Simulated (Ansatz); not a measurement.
# Ba (Barium): the cost of one run

Method: DFT r2SCAN, scalar-relativistic, plane waves, PAW, in Ansatz 0.2.0.

The COD entry's cell or inner coordinates are ideal or old and differ from later refinements, so a difference from it is no clean test against experiment.

1 further run of the same task is left out (set aside as unsound or not needed).

### Step 1. The structure to begin with

The structure is cubic, space group Im-3m (No. 229). Conventional cell: a = 5.068 Å, b = 5.068 Å, c = 5.068 Å, α = 90.00°, β = 90.00°, γ = 90.00°. Ba (site symmetry m-3m) is surrounded by 8 Ba at 4.39 Å.

Coordinates:

```
Ba
1.0
    -2.53399    2.53399    2.53399
     2.53399   -2.53399    2.53399
     2.53399    2.53399   -2.53399
Ba
1
Direct
  0.00000 0.00000 0.00000
```

It is the result of an earlier relaxation at this level (volume 65.08 Å³/atom; gap on the mesh: none (metal)).

### Step 2. Bands, states and charges

Input file input.yaml:

```yaml
crystal:
  lattice:
    - [-2.5339913016, 2.5339913016, 2.5339913016]
    - [2.5339913016, -2.5339913016, 2.5339913016]
    - [2.5339913016, 2.5339913016, -2.5339913016]
  atoms:
    - { symbol: Ba, position: [0.0, 0.0, 0.0] }
basis:
  ecutwfc: 500
kpoints:
  mp_grid: { grid: [12, 12, 12] }
  band_path:
    path:
      - [[0.0, 0.0, 0.0], [0.5, -0.5, 0.5], [0.0, 0.0, 0.5], [0.0, 0.0, 0.0], [0.25, 0.25, 0.25], [0.5, -0.5, 0.5]]
      - [[0.25, 0.25, 0.25], [0.0, 0.0, 0.5]]
    npoints: 14
hamiltonian:
  xc: r2scan
scf:
  occupations: { method: gaussian, width: 0.1 }
  n_extra_bands: 6
output:
  forces: true
  stress: true
  eigenvalues: true
  populations: true
  dos: { projected: true, de: 0.02, nscf_kmesh: { grid: [18, 18, 18] } }
  bader: true
  write_density: true
  write_potential: true
  elf: true
  volumetric_format: npy
```

On the command line:

```
> ansatz run input.yaml --threads 1 --pin off --max-ram 2560MiB --backend cpu --events-out ev --progress --plain --runs-dir out
```

Q: Estimate wall time and peak memory on 1 thread of Intel Xeon Platinum 8375C at 2.90GHz (Ice Lake), shared host.

About 20 s, with a peak of 0.72 GiB.
